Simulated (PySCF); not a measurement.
The system is AlSeH3, in a box.

```
Al Se H
1.0
    12.00000    0.00000    0.00000
     0.00000   12.00000    0.00000
     0.00000    0.00000   12.00000
Al Se H
1 1 3
Direct
  0.46112 0.44990 0.51080
  0.56991 0.60634 0.54048
  0.39432 0.40473 0.61483
  0.45787 0.39570 0.39084
  0.60785 0.60780 0.42411
```

Program: PySCF 2.14.0. Alike in all runs: task atomic charges; potentials or basis def2-svp (all-electron); no spin polarisation; cell as given; k mesh 1 × 1 × 1; smearing fixed.

Question: Order these runs on this cell by their band gap on the k mesh, lowest first.
A. level PBE
B. level TPSS; three-centre integrals read from an earlier run's file
C. level SCAN+D3; three-body dispersion term no; three-centre integrals read from an earlier run's file
D. level HLE16; three-centre integrals read from an earlier run's file

Answer: A (4.10 eV), B (4.35 eV), C (4.63 eV), D (4.80 eV).

Caveats: this is a molecule in a periodic box at the Γ point, so its band gap is the HOMO-LUMO gap; relativity is left out, which matters for the heavier elements; the basis of atomic orbitals isn't converged, which shifts pressures, moduli and gaps.

